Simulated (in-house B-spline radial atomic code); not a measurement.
**Sn⁹⁺: ionisation energy by several methods**

An exercise on one series of results from a longer session: the logs are not shown, and one member is left open.

Program: in-house B-spline radial atomic code version 1. Level of theory: non-relativistic, several functionals, spin-polarised, exact exchange averaged over the configuration; spherical all-electron atom at the radial basis limit. These are calculated values, not measurements, unless marked.

### The atom as given

| Item | Value |
| --- | --- |
| element | tin (Z = 50) |
| charge | +9 |
| electrons | 41 |
| configuration | [Kr] 4d5 |
| nucleus | point |

Outer shells as boxes (Hund's rule):

[Kr] 4d5
```
[Kr] core
4d [↑ ][↑ ][↑ ][↑ ][↑ ]
```

Where spins are not typed, each open shell is filled with up spins first.

Set-up of the first run:

The run's settings:

```ini
Z = 50
electrons = 41.0
configuration = [Kr] 4d5
hamiltonian = nr
method = camb3lyp
spin_polarised = True
exact_exchange = averaged over the configuration
```

On the command line:

```sh
> python run_scf.py task.json out
```

One command runs all members of the session, one after another, from task.json.

Among the steps run: CAM-B3LYP; r2SCAN0; BHandHLYP; M06-2X; ωB97X; LC-ωPBE.

One of the session's tables, all rows but one given; the rest of the session is left out.

| method | ΔSCF (eV) |
| --- | --- |
| r2SCAN0 | 188.02 |
| BHandHLYP | 187.31 |
| M06-2X | 186.80 |
| CAM-B3LYP | 187.12 |
| ωB97X | 186.89 |
| LC-ωPBE | ? |

**Question.** Estimate the row for LC-ωPBE.

**Answer.** ΔSCF (eV): 187.14. In the column «ΔSCF (eV)» it lies between CAM-B3LYP (187.12) and BHandHLYP (187.31).

Limits of these values: These runs leave out relativity, which matters at this nuclear charge.
